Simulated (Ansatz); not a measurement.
## SbSi: a ladder of methods at one geometry, step by step

Computed with the Python package of Ansatz (0.2.0).

Interactive session:
```pycon
>>> from pathlib import Path
>>> import ansatz as az
>>> import numpy as np
>>> BASIS_SET = 'def2-SVP'
>>> sbsi = (
...     az.Crystal.molecule()
...     .atom('Si', [0.0, 0.0, 0.0])
...     .atom('Sb', [0.0, 0.0, 2.48])
... )
>>> model = (
...     sbsi.calculation()
...     .basis(gaussian=BASIS_SET)
...     .spin('collinear', total=1)
... )
>>> print('functional    E (Ha)        dipole (D)   HOMO (eV)  LUMO (eV)')
functional    E (Ha)        dipole (D)   HOMO (eV)  LUMO (eV)
>>> for name in ['pbe', 'cam_b3lyp', 'blyp', 'pbe0']:
...     rep = model.functional(name).forces().orbitals().run(threads=1, backend='cpu', runs_dir='runs').report
...     lines = Path(rep['orbitals_path']).read_text().splitlines()
...     field_of = lambda key: [line.split('=')[1].strip() for line in lines if line.startswith(key)]
...     orbitals = [(27.211386 * float(e), s, float(n)) for e, s, n in zip(field_of('Ene='), field_of('Spin='), field_of('Occup='))]
...     homo = max(e for e, _, n in orbitals if n > 0.5)
...     lumo = min(e for e, _, n in orbitals if n < 0.5)
...     dipole = 4.803205 * np.linalg.norm(rep['charge_distribution']['dipole_moment_e_ang'])
...     print(f'{name:10s} {rep["free_energy_ev"] / 27.211386246:14.6f} {dipole:9.3f} {homo:11.3f} {lumo:10.3f}')
...
pbe           -529.438174     0.172      -5.149     -5.034
cam_b3lyp     -529.567901     0.310      -6.899     -3.057
blyp          -529.547053     0.050      -4.920     -4.898
pbe0          -529.468095     0.023      -5.944     -4.194
```

Reading the output:
- Total energies depend on the basis set; only differences at equal settings carry meaning.
- The geometry is a force-field or estimated start, not a minimum of this method, and the basis set is short of its limit. A lower total doesn't mark the better method: functionals have no common bound, and MP2 and coupled cluster aren't variational.
- def2 sets replace the cores of elements past krypton by effective core potentials.
- The run takes the species as open-shell (spin multiplicity 2), which needn't be its ground state.
- The expectation value of S² is noticeably off S(S+1) in at least one run, so that state is spin-contaminated.
- Levels such as HOMO and LUMO are orbital energies: with these approximate functionals they aren't the ionisation energy and electron affinity, and their gap isn't the fundamental gap.
- The spin state was assumed, and another may lie lower.
- Run time: 22 s on 1 thread of Arm Neoverse V1, with other jobs on the host, peak memory 0.2 GiB.
